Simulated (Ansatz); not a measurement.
# F2S2W: the cost of one run

Program: Ansatz 0.2.0, Gaussian basis. Level of theory: the settings change from run to run. These are calculated values, not measurements.

## (1) The geometry

An earlier PBE0-D4 in a triple-zeta def2 set relaxation fixed the geometry. W takes a core potential in def2 sets; no spin-orbit term is included.

5 atoms, charge 0, spin multiplicity 1.

Atoms are counted from 1 here; the program's logs count them from 0.

Bond lengths: F1–W2 1.842 Å, W2–F3 1.842 Å, W2–S4 2.111 Å, W2–S5 2.111 Å. Angles: F1–W2–F3 113.3°, F1–W2–S4 108.9°, F1–W2–S5 108.9°, F3–W2–S4 108.9°, F3–W2–S5 108.9°, S4–W2–S5 108.0°.

## (2) B3LYP/ANO-RCC-VTZP

This run has charge -1, multiplicity 2, a point charge of 1.00 e beside it.

Contents of in.yaml:

```yaml
crystal:
  periodic: [false, false, false]
  atoms:
    - {symbol: F, position_ang: [-0.573774, -0.380919, 1.755249]}
    - {symbol: W, position_ang: [0.053658, -0.066770, 0.052383]}
    - {symbol: F, position_ang: [1.651575, -0.911510, -0.301441]}
    - {symbol: S, position_ang: [-1.390116, -0.727415, -1.339409]}
    - {symbol: S, position_ang: [0.308657, 2.012915, -0.208181]}
basis:
  gaussian: {orbitals: ANO-RCC-VTZP, point_charges: [{charge: 1.00, position_ang: [4.747, -0.020, -0.767]}]}
total_charge: -1
magnetization: {spin_polarized: true, initial_magnetization: 1}
hamiltonian: {xc: {name: B3LYP}}
```

Run with:

```
ansatz run in.yaml --threads 4 --pin off --events-out ev --progress --plain --max-ram 10444MiB
```

**Question.** How long does this run take on 4 threads of Arm Neoverse V1, shared host, and how much memory does it need?

About 60 s, with a peak of 1.4 GiB.
